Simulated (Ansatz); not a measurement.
# FH5OSn: the cost of one run

Computed with Ansatz 0.2.0, Gaussian basis. Level: PBE0-D4/def2-SVP.

## Step 1: The starting structure

The start, a first-order saddle point found at PBE0-D4 in triple zeta: 8 atoms, charge 0, spin multiplicity 1.

Atoms are counted from 1 here; the program's logs count them from 0.

Bond lengths: Sn1–O2 2.162 Å, Sn1–H3 1.699 Å, Sn1–H4 1.726 Å, Sn1–H5 1.693 Å, Sn1–F7 2.269 Å, O2–H6 1.119 Å, O2–H8 0.961 Å. Angles: O2–Sn1–H3 115.7°, O2–Sn1–H4 89.1°, O2–Sn1–H5 109.7°, O2–Sn1–F7 60.8°, H3–Sn1–H4 107.5°, H3–Sn1–H5 120.7°, H3–Sn1–F7 84.2°, H4–Sn1–H5 109.4°, H4–Sn1–F7 149.5°, H5–Sn1–F7 86.5°, Sn1–O2–H6 80.5°, Sn1–O2–H8 117.5°, H6–O2–H8 114.3°.

Geometry (Å):

```xyz
8
FH5OSn
Sn   -0.06803   -0.71681    0.48265
O     0.76552    0.86152   -0.73707
H    -1.53949   -1.37004   -0.06076
H     1.19483   -1.76254   -0.05771
H     0.16424   -0.35412    2.11960
H    -0.17596    1.36536   -0.40256
F    -1.15931    1.26724    0.33988
H     0.81830    0.70949   -1.68404
```

## Step 2: The run

md/in.yaml reads:

```yaml
crystal:
  periodic: [false, false, false]
  atoms:
    - {symbol: Sn, position_ang: [-0.068030, -0.716805, 0.482652]}
    - {symbol: O, position_ang: [0.765520, 0.861516, -0.737071]}
    - {symbol: H, position_ang: [-1.539491, -1.370041, -0.060758]}
    - {symbol: H, position_ang: [1.194831, -1.762544, -0.057708]}
    - {symbol: H, position_ang: [0.164243, -0.354116, 2.119600]}
    - {symbol: H, position_ang: [-0.175963, 1.365357, -0.402562]}
    - {symbol: F, position_ang: [-1.159308, 1.267244, 0.339883]}
    - {symbol: H, position_ang: [0.818298, 0.709490, -1.684037]}
basis:
  gaussian: {orbitals: def2-SVP}
hamiltonian: {xc: pbe0, dispersion: d4}
md: {n_steps: 80, timestep: 0.5, temperature: 700, ensemble: nvt_nose_hoover, seed: 360, initial_velocities: maxwell_boltzmann}
```

Started as:

```console
> ansatz run in.yaml --threads 4 --pin off --events-out ev --progress --plain --max-ram 9574MiB
```

**Question.** How long does this run take on 4 threads of Intel Xeon, shared host?

About 1.7 min.
